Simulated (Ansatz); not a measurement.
# BaCa3F8: the band gap up the ladder of functionals

An exercise on one series of results from a longer session: the logs are not shown, and one member is left open.

Program: Ansatz 0.2.0. PAW datasets, plane waves. These are computed values for a spin-unpolarised cell that may be hypothetical; none is a measurement.

## The system as given

The cell was relaxed beforehand with r2SCAN.

It is orthorhombic, Cmmm (No. 65); a = 7.956 Å, b = 11.379 Å, c = 3.961 Å in the conventional setting, 14.94 Å³ an atom. Near Ca stand 8 F at 2.32–2.48 Å; near F stand 3 Ca at 2.39–2.40 Å and 1 Ba at 2.60 Å and 3 F at 2.71–2.72 Å; near Ca stand 8 F at 2.39–2.40 Å; near F stand 2 Ca at 2.32 Å and 2 Ba at 2.58 Å; near F stand 4 Ca at 2.40–2.48 Å and 6 F at 2.68–2.73 Å.

Structure file:

```xyz
12
Lattice="3.9782 -5.6895 0.0000 3.9782 5.6895 0.0000 0.0000 0.0000 3.9608" Properties=species:S:1:pos:R:3 pbc="T T T"
Ca    1.9891    2.8448    0.0000
F     2.1220   -1.4982    1.9804
F     2.1220    1.4982    1.9804
Ca    3.9782    0.0000    1.9804
F     3.9782   -4.0386    0.0000
F     3.9782   -1.3631    0.0000
Ba    0.0000    0.0000    1.9804
F     3.9782    1.3631    0.0000
F     3.9782    4.0386    0.0000
Ca    1.9891   -2.8448    0.0000
F     5.8345   -1.4982    1.9804
F     5.8345    1.4982    1.9804
```

The first run:

input.yaml reads:

```yaml
crystal:
  lattice:
    - [3.9782349726, -5.689512052, 0.0]
    - [3.9782349726, 5.689512052, 0.0]
    - [0.0, 0.0, 3.960848162]
  atoms:
    - { symbol: Ca, position: [0.0, 0.5, 0.0] }
    - { symbol: F, position: [0.3983631757, 0.1350302725, 0.5] }
    - { symbol: F, position: [0.1350302725, 0.3983631757, 0.5] }
    - { symbol: Ca, position: [0.5, 0.5, 0.5] }
    - { symbol: F, position: [0.8549161008, 0.1450838992, 0.0] }
    - { symbol: F, position: [0.6197873164, 0.3802126836, 0.0] }
    - { symbol: Ba, position: [0.0, 0.0, 0.5] }
    - { symbol: F, position: [0.3802126836, 0.6197873164, 0.0] }
    - { symbol: F, position: [0.1450838992, 0.8549161008, 0.0] }
    - { symbol: Ca, position: [0.5, 0.0, 0.0] }
    - { symbol: F, position: [0.8649697275, 0.6016368243, 0.5] }
    - { symbol: F, position: [0.6016368243, 0.8649697275, 0.5] }
kpoints:
  mp_grid: { grid: [4, 4, 6] }
  band_path:
    path:
      - [[0.0, 0.0, 0.0], [-0.5, 0.5, -5.92687684611e-35], [-0.3722280342265, 0.6277719657735, -5.410456258023e-35]]
      - [[0.3722280342265, 0.3722280342265, 1.50444754586e-35], [0.0, 0.0, 0.0], [2.852880517901e-51, 1.396851593389e-51, 0.5], [0.3722280342265, 0.3722280342265, 0.5]]
      - [[-0.3722280342265, 0.6277719657735, 0.5], [-0.5, 0.5, 0.5], [-0.5, 0.5, -5.92687684611e-35]]
      - [[0.0, 0.0, 0.0], [-7.806369747284e-18, 0.5, -1.953004356082e-35], [-7.806369747284e-18, 0.5, 0.5], [2.852880517901e-51, 1.396851593389e-51, 0.5], [-0.5, 0.5, 0.5]]
    npoints: 10
hamiltonian:
  xc: pbe
scf:
  occupations: { method: fermi_dirac, width: 0.02 }
  n_extra_bands: 7
output:
  forces: true
  stress: true
  eigenvalues: true
```

Among the steps run: PBE bands along the symmetry lines; r2SCAN at the same geometry; Single point with HSE06; PBE+SOC at the same geometry; PBE0.

One of the session's tables, all rows but one given; the rest of the session is left out.

```
  level  gap (eV)
    PBE      6.62
 r2SCAN      7.19
  HSE06      8.63
PBE+SOC      6.62
   PBE0         ?
```

Estimate the missing values for PBE0.

The run gave: gap (eV): 9.40. In the column «gap (eV)» it is the highest.

Meshes: PBE 4×4×6, r2SCAN 4×4×6, HSE06 2×2×4, PBE+SOC 4×4×6, PBE0 2×2×4

Against HSE06, PBE is short by 2.01 eV, at 77 % of it, and r2SCAN 83 %. PBE0 lies 0.77 eV above HSE06, which differs from it by screening the long-range exchange.

Limits of these values: Warnings in the runs' records: stress scf threshold loose, stress exchange threshold loose.
